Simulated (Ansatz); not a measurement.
# ZnCd3O4: the cost of one run

Program: Ansatz 0.2.0. Level of theory: DFT PBE, scalar-relativistic, plane waves, PAW. These are calculated values, not measurements.

1 further run of the same task is left out (it didn't finish). Runs told in other sessions of the task aren't counted.

**1. The starting structure**

It takes space group P-43m (No. 215, cubic). Conventional cell: a = 4.999 Å, b = 4.999 Å, c = 4.999 Å, α = 90.00°, β = 90.00°, γ = 90.00°. Zn (site symmetry -43m) has 4 O at 2.01 Å in its first shell of neighbours. Cd (site symmetry -42m) has 4 O at 2.22 Å in its first shell of neighbours. O (site symmetry 3m) is surrounded by 1 Zn at 2.01 Å and 3 Cd at 2.22 Å.

As a file:

```
CELL_PARAMETERS angstrom
4.99873 0.00000 0.00000
0.00000 4.99873 0.00000
0.00000 0.00000 4.99873
ATOMIC_POSITIONS crystal
Zn 0.00000 0.00000 0.00000
Cd 0.00000 0.50000 0.50000
Cd 0.50000 0.00000 0.50000
Cd 0.50000 0.50000 0.00000
O 0.76782 0.76782 0.23218
O 0.76782 0.23218 0.76782
O 0.23218 0.76782 0.76782
O 0.23218 0.23218 0.23218
```

The cell was relaxed beforehand at this level, from a generated guess; it is a trial structure. At a tolerance of 0.05 Å it has space group P-43m (No. 215); it has 15.61 Å³/atom, an uncorrected energy of -1.09 eV/atom over the elements.

**2. Bands, states and charges**

input.yaml reads:

```yaml
crystal:
  lattice:
    - [4.9987277, 0.0, 0.0]
    - [0.0, 4.9987277, 0.0]
    - [0.0, 0.0, 4.9987277]
  atoms:
    - { symbol: Zn, position: [0.0, 0.0, 0.0] }
    - { symbol: Cd, position: [0.0, 0.5, 0.5] }
    - { symbol: Cd, position: [0.5, 0.0, 0.5] }
    - { symbol: Cd, position: [0.5, 0.5, 0.0] }
    - { symbol: O, position: [0.767824, 0.767824, 0.232176] }
    - { symbol: O, position: [0.767824, 0.232176, 0.767824] }
    - { symbol: O, position: [0.232176, 0.767824, 0.767824] }
    - { symbol: O, position: [0.232176, 0.232176, 0.232176] }
basis:
  ecutwfc: 420
kpoints:
  mp_grid: { grid: [8, 8, 8] }
  band_path:
    path:
      - [[0.0, 0.0, 0.0], [0.0, 0.5, 0.0], [0.5, 0.5, 0.0], [0.0, 0.0, 0.0], [0.5, 0.5, 0.5], [0.0, 0.5, 0.0]]
      - [[0.5, 0.5, 0.5], [0.5, 0.5, 0.0]]
    npoints: 14
hamiltonian:
  xc: pbe
scf:
  occupations: { method: gaussian, width: 0.1 }
  n_extra_bands: 20
output:
  forces: true
  stress: true
  eigenvalues: true
  populations: true
  dos: { projected: true, de: 0.02, nscf_kmesh: { grid: [10, 10, 10] } }
  bader: true
  write_density: true
  write_potential: true
  elf: true
  volumetric_format: npy
```

Command:

```console
> ansatz run input.yaml --threads 4 --pin off --max-ram 8192MiB --backend cpu --events-out ev --progress --plain --runs-dir out
```

Q: Estimate wall time and peak memory on 4 threads of AMD EPYC 7R43 (Zen 3), shared host.

About 36 s, with a peak of 0.88 GiB.
